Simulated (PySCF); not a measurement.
# C₃H₉Bi: NMR shieldings, part 2 of 2

PySCF 2.14.0. Atoms count from 0. Earlier steps stand in the parts before.

## 6. NMR shieldings: PBE/pcSseg-1 Bi:us-x2c-TZVPall-2c in dichloromethane, spin–orbit

Job settings and geometry (Å):

```
{"job": {"xc": "PBE", "basis": {"default": "pcSseg-1", "Bi": "us-x2c-TZVPall-2c"}, "rel": "so", "solvent": "dichloromethane", "kind": "hnmr"}, "charge": 0, "multiplicity": 1}
Bi     0.011590     0.007420     1.313090
C      1.882080    -0.001830     0.030580
H      2.528280     0.822020     0.303050
H      1.599180     0.098870    -1.006710
H      2.418080    -0.932760     0.161740
C     -0.939830     1.630190     0.046910
H     -0.800850     1.386140    -0.996130
H     -0.476770     2.586200     0.253500
H     -1.999210     1.694290     0.258920
C     -0.941070    -1.627290     0.062560
H     -2.014010    -1.617480     0.199320
H     -0.553850    -2.595630     0.351510
H     -0.713620    -1.450130    -0.978350
```

With the program's defaults for keys left out, this is: PBE/pcSseg-1 Bi:us-x2c-TZVPall-2c GIAO NMR shielding, X2C with spin-orbit coupling, screened-nuclear two-electron part, Gaussian nuclei, IEF-PCM dichloromethane.

The program printed:

```text
spin-free SCF
coarse grid: 46544 points
cycle   1  E = -21654.9434694531  dE = -9.841e-01  |g| = 1.911e+00  |ddm| = 6.503e+00
cycle   2  E = -21654.5237166465  dE =  4.198e-01  |g| = 1.412e+00  |ddm| = 2.140e+00
cycle   3  E = -21654.7457051848  dE = -2.220e-01  |g| = 1.218e+00  |ddm| = 2.558e+00
cycle   4  E = -21655.0974175017  dE = -3.517e-01  |g| = 1.120e-01  |ddm| = 1.105e+00
cycle   5  E = -21655.1006801093  dE = -3.263e-03  |g| = 4.265e-02  |ddm| = 1.387e-01
cycle   6  E = -21655.1008548593  dE = -1.748e-04  |g| = 2.611e-03  |ddm| = 3.264e-02
cycle   7  E = -21655.1008554805  dE = -6.212e-07  |g| = 5.079e-04  |ddm| = 2.267e-03
final grid: 97168 points
cycle   8  E = -21655.0685842481  dE = -4.437e-05  |g| = 3.641e-03  |ddm| = 3.191e-03
cycle   9  E = -21655.0685841511  dE =  9.708e-08  |g| = 8.515e-04  |ddm| = 1.405e-03
cycle  10  E = -21655.0685838595  dE =  2.916e-07  |g| = 1.383e-03  |ddm| = 2.190e-03
cycle  11  E = -21655.0685842977  dE = -4.383e-07  |g| = 1.869e-04  |ddm| = 1.387e-03
cycle  12  E = -21655.0685843047  dE = -6.945e-09  |g| = 2.098e-05  |ddm| = 1.947e-04
converged SCF energy = -21655.0685843047
two-component SCF
cycle   1  E = -21640.2457706984  dE = -2.164e+04  |FDS-SDF| = 5.286e+02
cycle   2  E = -21681.9257495157  dE = -4.168e+01  |FDS-SDF| = 1.197e+00
cycle   3  E = -21681.9259392910  dE = -1.898e-04  |FDS-SDF| = 1.715e-01
cycle   4  E = -21681.9248889539  dE =  1.050e-03  |FDS-SDF| = 1.273e-01
cycle   5  E = -21681.9264642528  dE = -1.575e-03  |FDS-SDF| = 3.939e-02
cycle   6  E = -21681.9268201733  dE = -3.559e-04  |FDS-SDF| = 9.023e-03
cycle   7  E = -21681.9268359926  dE = -1.582e-05  |FDS-SDF| = 8.417e-04
cycle   8  E = -21681.9268361130  dE = -1.204e-07  |FDS-SDF| = 1.723e-04
cycle   9  E = -21681.9268361183  dE = -5.308e-09  |FDS-SDF| = 2.135e-05
converged, E = -21681.9268361183

Field gradients (au) and densities at the nuclei (bohr^-3)
atom        Vxx        Vyy        Vzz        centre      nuclear mean
  0 Bi     3.0935     3.1341    -6.2277    2948113.087    2708769.274
  1 C     -0.0315    -0.0446     0.0761        114.425        114.425
  2 H     -0.1629    -0.1711     0.3340          0.383          0.383
  3 H     -0.1640    -0.1737     0.3378          0.384          0.384
  4 H     -0.1627    -0.1709     0.3335          0.383          0.383
  5 C     -0.0314    -0.0438     0.0751        114.424        114.424
  6 H     -0.1637    -0.1735     0.3372          0.383          0.383
  7 H     -0.1627    -0.1709     0.3336          0.383          0.383
  8 H     -0.1625    -0.1708     0.3333          0.383          0.383
  9 C     -0.0316    -0.0434     0.0750        114.424        114.424
 10 H     -0.1631    -0.1714     0.3345          0.383          0.383
 11 H     -0.1626    -0.1709     0.3335          0.383          0.383
 12 H     -0.1638    -0.1736     0.3374          0.383          0.383
without picture change
  0 Bi                          -7.1445                   7910396.304

Core orbital energies (eV)
atom   shell        mean    spread
  0 Bi 1s       -90256.372   0.000
  0 Bi 2s       -16210.898   0.000
  0 Bi 3s        -3912.470   0.000
  0 Bi 4s         -896.378   0.000
  0 Bi 5s         -155.533   0.000
  0 Bi 6s          -15.009   0.000
  0 Bi 2p1/2    -15574.958   0.000
  0 Bi 2p3/2    -13269.483   0.006
  0 Bi 3p1/2     -3625.451   0.000
  0 Bi 3p3/2     -3108.374   0.015
  0 Bi 4p1/2      -771.575   0.000
  0 Bi 4p3/2      -644.065   0.031
  0 Bi 5p1/2      -112.216   0.000
  0 Bi 5p3/2       -87.767   0.068
  0 Bi 3d3/2     -2638.896   0.063
  0 Bi 3d5/2     -2529.282   0.129
  0 Bi 4d3/2      -441.220   0.027
  0 Bi 4d5/2      -417.251   0.035
  0 Bi 5d3/2       -27.605   0.083
  0 Bi 5d5/2       -24.590   0.129
  0 Bi 4f5/2      -153.348   0.041
  0 Bi 4f7/2      -147.982   0.046

Shielding tensors (ppm)
atom      isotropic    diamagn.    paramagn.     s11        s22        s33       span
  0 Bi    10097.11     8992.08     1105.03    9777.00    9782.24   10732.08     955.08
  1 C       184.92      248.64      -63.72     160.39     181.18     213.20      52.81
  2 H        30.55       29.88        0.68      24.31      26.74      40.61      16.31
  3 H        29.86       32.17       -2.31      23.16      27.21      39.21      16.06
  4 H        30.52       30.09        0.43      24.22      26.82      40.50      16.28
  5 C       185.24      248.70      -63.45     160.46     180.48     214.79      54.32
  6 H        29.81       32.19       -2.38      23.12      27.14      39.19      16.07
  7 H        30.53       29.97        0.56      24.33      26.73      40.52      16.19
  8 H        30.57       30.01        0.56      24.33      26.75      40.64      16.31
  9 C       185.81      248.69      -62.88     160.59     180.56     216.27      55.67
 10 H        30.58       30.15        0.44      24.23      26.91      40.60      16.38
 11 H        30.59       29.89        0.70      24.33      26.77      40.66      16.33
 12 H        29.81       32.19       -2.39      23.01      27.21      39.20      16.19
```

Wall time 90 s (1 thread of Arm Neoverse V1, shared host); peak memory 1.2 GiB.

Key values:

```
                       quantity        value
energy from spin-orbit coupling  -26.8583 Eh
```

## 7. NMR shieldings: PBE/pcSseg-1 Bi:us-x2c-TZVPall-2c in dichloromethane, spin-free

The job, as its differences from that of step 6:

```diff
@@ -1,2 +1,2 @@
-{"job": {"xc": "PBE", "basis": {"default": "pcSseg-1", "Bi": "us-x2c-TZVPall-2c"}, "rel": "so", "solvent": "dichloromethane", "kind": "hnmr"}, "charge": 0, "multiplicity": 1}
+{"job": {"xc": "PBE", "basis": {"default": "pcSseg-1", "Bi": "us-x2c-TZVPall-2c"}, "rel": "sf", "solvent": "dichloromethane", "kind": "hnmr"}, "charge": 0, "multiplicity": 1}
 Bi     0.011590     0.007420     1.313090
```

Method: PBE/pcSseg-1 Bi:us-x2c-TZVPall-2c GIAO NMR shielding, spin-free X2C, Gaussian nuclei, IEF-PCM dichloromethane.

The program printed:

```text
spin-free SCF
coarse grid: 46544 points
cycle   1  E = -21654.9434694531  dE = -9.841e-01  |g| = 1.911e+00  |ddm| = 6.503e+00
cycle   2  E = -21654.5237166465  dE =  4.198e-01  |g| = 1.412e+00  |ddm| = 2.140e+00
cycle   3  E = -21654.7457051848  dE = -2.220e-01  |g| = 1.218e+00  |ddm| = 2.558e+00
cycle   4  E = -21655.0974175017  dE = -3.517e-01  |g| = 1.120e-01  |ddm| = 1.105e+00
cycle   5  E = -21655.1006801093  dE = -3.263e-03  |g| = 4.265e-02  |ddm| = 1.387e-01
cycle   6  E = -21655.1008548593  dE = -1.748e-04  |g| = 2.611e-03  |ddm| = 3.264e-02
cycle   7  E = -21655.1008554805  dE = -6.212e-07  |g| = 5.079e-04  |ddm| = 2.267e-03
final grid: 97168 points
cycle   8  E = -21655.0685842481  dE = -4.437e-05  |g| = 3.641e-03  |ddm| = 3.191e-03
cycle   9  E = -21655.0685841511  dE =  9.708e-08  |g| = 8.515e-04  |ddm| = 1.405e-03
cycle  10  E = -21655.0685838595  dE =  2.916e-07  |g| = 1.383e-03  |ddm| = 2.190e-03
cycle  11  E = -21655.0685842977  dE = -4.383e-07  |g| = 1.869e-04  |ddm| = 1.387e-03
cycle  12  E = -21655.0685843047  dE = -6.945e-09  |g| = 2.098e-05  |ddm| = 1.947e-04
converged SCF energy = -21655.0685843047
check of the scalar solution
cycle   1  E = -21655.0685843048  dE = -2.166e+04  |FDS-SDF| = 6.227e+00
cycle   2  E = -21655.0697298854  dE = -1.146e-03  |FDS-SDF| = 3.297e-03
cycle   3  E = -21655.0697298853  dE =  6.912e-11  |FDS-SDF| = 6.712e-05
converged, E = -21655.0697298853

Field gradients (au) and densities at the nuclei (bohr^-3)
atom        Vxx        Vyy        Vzz        centre      nuclear mean
  0 Bi     2.8866     2.9276    -5.8143    2925276.582    2686518.308
  1 C     -0.0283    -0.0418     0.0701        114.421        114.421
  2 H     -0.1629    -0.1712     0.3341          0.383          0.383
  3 H     -0.1640    -0.1739     0.3379          0.384          0.384
  4 H     -0.1626    -0.1710     0.3336          0.383          0.383
  5 C     -0.0281    -0.0410     0.0691        114.420        114.420
  6 H     -0.1637    -0.1737     0.3373          0.383          0.383
  7 H     -0.1626    -0.1710     0.3337          0.383          0.383
  8 H     -0.1625    -0.1709     0.3334          0.383          0.383
  9 C     -0.0284    -0.0406     0.0690        114.420        114.420
 10 H     -0.1631    -0.1715     0.3346          0.383          0.383
 11 H     -0.1626    -0.1710     0.3336          0.383          0.383
 12 H     -0.1637    -0.1738     0.3375          0.383          0.383
without picture change
  0 Bi                          -7.2421                   7912096.235

Core orbital energies (eV)
atom   shell        mean    spread
  0 Bi 1s       -90284.236   0.000
  0 Bi 2s       -16217.578   0.000
  0 Bi 3s        -3914.631   0.000
  0 Bi 4s         -897.102   0.000
  0 Bi 5s         -155.775   0.000
  0 Bi 6s          -15.093   0.000
  0 Bi 2p       -13950.780   0.009
  0 Bi 3p        -3263.093   0.022
  0 Bi 4p         -682.226   0.046
  0 Bi 5p          -95.130   0.099
  0 Bi 3d        -2574.009   0.194
  0 Bi 4d         -427.151   0.044
  0 Bi 5d          -25.920   0.161
  0 Bi 4f         -150.672   0.049

Shielding tensors (ppm)
atom      isotropic    diamagn.    paramagn.     s11        s22        s33       span
  0 Bi     5076.28    10481.41    -5405.13    4935.68    5143.20    5149.95     214.27
  1 C       173.76      248.44      -74.69     160.61     167.02     193.63      33.02
  2 H        30.99       29.80        1.19      25.10      27.35      40.51      15.41
  3 H        31.29       32.13       -0.84      25.58      28.93      39.37      13.79
  4 H        31.01       30.02        0.99      25.16      27.51      40.35      15.19
  5 C       174.02      248.50      -74.48     161.85     166.77     193.44      31.58
  6 H        31.25       32.16       -0.90      25.53      28.89      39.34      13.81
  7 H        30.99       29.90        1.09      25.15      27.41      40.40      15.24
  8 H        31.04       29.94        1.10      25.16      27.44      40.52      15.36
  9 C       174.56      248.49      -73.94     163.69     166.36     193.63      29.94
 10 H        31.07       30.08        0.99      25.17      27.59      40.45      15.29
 11 H        31.02       29.81        1.22      25.14      27.38      40.56      15.42
 12 H        31.24       32.15       -0.91      25.46      28.93      39.34      13.88
```

Wall time 31 s (1 thread of Arm Neoverse V1, shared host); peak memory 1 GiB.

## 8. Shieldings side by side

```
                                                                     run      Bi0     C9     C5     C1   H12    H6    H3  time
                   step 2, PBE/pcSseg-1 Bi:us-x2c-TZVPall-2c, spin–orbit  10123.3  185.2  184.6  184.3  29.8  29.8  29.9  88 s
                    step 3, PBE/pcSseg-1 Bi:us-x2c-TZVPall-2c, spin-free   5090.8  173.7  173.2  172.9  31.2  31.2  31.3  31 s
          step 4, PBE/pcSseg-1 Bi:us-x2c-TZVPall-2c in water, spin–orbit  10090.3  185.9  185.4  185.0  29.8  29.8  29.9  86 s
           step 5, PBE/pcSseg-1 Bi:us-x2c-TZVPall-2c in water, spin-free   5072.9  174.7  174.2  173.9  31.2  31.3  31.3  32 s
step 6, PBE/pcSseg-1 Bi:us-x2c-TZVPall-2c in dichloromethane, spin–orbit  10097.1  185.8  185.2  184.9  29.8  29.8  29.9  90 s
 step 7, PBE/pcSseg-1 Bi:us-x2c-TZVPall-2c in dichloromethane, spin-free   5076.3  174.6  174.0  173.8  31.2  31.3  31.3  31 s
```

## 9. Outcome

What follows sums up all 2 parts.

| quantity | value |
| --- | --- |
| energy from spin-orbit coupling (step 2, PBE/pcSseg-1 Bi:us-x2c-TZVPall-2c, spin–orbit) | -26.8583 Eh |
| shieldings (step 2, PBE/pcSseg-1 Bi:us-x2c-TZVPall-2c, spin–orbit) | Bi0 10123.3, C1 184.3, C5 184.6, C9 185.2 ppm |
| shieldings (step 3, PBE/pcSseg-1 Bi:us-x2c-TZVPall-2c, spin-free) | Bi0 5090.8, C1 172.9, C5 173.2, C9 173.7 ppm |
| energy from spin-orbit coupling (step 4, PBE/pcSseg-1 Bi:us-x2c-TZVPall-2c in water, spin–orbit) | -26.8582 Eh |
| shieldings (step 4, PBE/pcSseg-1 Bi:us-x2c-TZVPall-2c in water, spin–orbit) | Bi0 10090.3, C1 185.0, C5 185.4, C9 185.9 ppm |
| shieldings (step 5, PBE/pcSseg-1 Bi:us-x2c-TZVPall-2c in water, spin-free) | Bi0 5072.9, C1 173.9, C5 174.2, C9 174.7 ppm |
| energy from spin-orbit coupling (step 6, PBE/pcSseg-1 Bi:us-x2c-TZVPall-2c in dichloromethane, spin–orbit) | -26.8583 Eh |
| shieldings (step 6, PBE/pcSseg-1 Bi:us-x2c-TZVPall-2c in dichloromethane, spin–orbit) | Bi0 10097.1, C1 184.9, C5 185.2, C9 185.8 ppm |
| shieldings (step 7, PBE/pcSseg-1 Bi:us-x2c-TZVPall-2c in dichloromethane, spin-free) | Bi0 5076.3, C1 173.8, C5 174.0, C9 174.6 ppm |

A contracted two-component basis is stiff near heavy nuclei, so the absolute shieldings of the heavy atoms from it are rough. In step 2, Bi0 has the widest tensor, 951 ppm. Bi0 moves most between the runs, by 5050 ppm; the labels say what changes from run to run. The geometry comes from tight binding, which is rough for metal atoms, and these values hang on it.
